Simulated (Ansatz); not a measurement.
# GeAu2: the cost of one run

Method: DFT PBE, scalar-relativistic, plane waves, PAW, in Ansatz 0.2.0.

### 1 Starting point

The structure is cubic, space group Fm-3m (No. 225). Conventional cell: a = 5.979 Å, b = 5.979 Å, c = 5.979 Å, α = 90.00°, β = 90.00°, γ = 90.00°. Ge (site symmetry m-3m) has 8 Au at 2.59 Å as nearest neighbours. Around Au (site symmetry -43m) lie 4 Ge at 2.59 Å.

Structure file:

```cif
data_structure
_symmetry_space_group_name_H-M 'P 1'
_symmetry_Int_Tables_number 1
_cell_length_a 4.2275
_cell_length_b 4.2275
_cell_length_c 4.2275
_cell_angle_alpha 60.000
_cell_angle_beta 60.000
_cell_angle_gamma 60.000
_cell_volume 53.42
loop_
_atom_site_label
_atom_site_type_symbol
_atom_site_fract_x
_atom_site_fract_y
_atom_site_fract_z
_atom_site_occupancy
Ge1 Ge 0.00000 0.00000 0.00000 1
Au1 Au 0.25000 0.25000 0.25000 1
Au2 Au 0.75000 0.75000 0.75000 1
```

(A quick probe on a coarse mesh, which set the mesh and smearing, is not shown.)

### 3 Rough relaxation on the coarse mesh

The input, input.yaml:

```yaml
crystal:
  lattice:
    - [0.0, 2.9892719724, 2.9892719724]
    - [2.9892719724, 0.0, 2.9892719724]
    - [2.9892719724, 2.9892719724, 0.0]
  atoms:
    - { symbol: Ge, position: [0.0, 0.0, 0.0] }
    - { symbol: Au, position: [0.25, 0.25, 0.25] }
    - { symbol: Au, position: [0.75, 0.75, 0.75] }
basis:
  ecutwfc: 420
kpoints:
  mp_grid: { grid: [6, 6, 6] }
hamiltonian:
  xc: pbe
scf:
  occupations: { method: gaussian, width: 0.1 }
  lower_state_search: "off"
output:
  forces: true
  stress: true
  eigenvalues: true
relax:
  adjacent_minimum: "off"
  f_tol: 0.04
  max_steps: 70
  cell: { stress_tol: 0.4 }
```

Started as:

```bash
ansatz run input.yaml --threads 1 --pin off --max-ram 2560MiB --backend cpu --events-out ev --progress --plain --runs-dir out
```

Q: Estimate wall time and peak memory on 1 thread of Intel Xeon Platinum 8259CL at 2.50GHz (Skylake/Cascade Lake), shared host.

About 17 s, with a peak of 0.41 GiB.
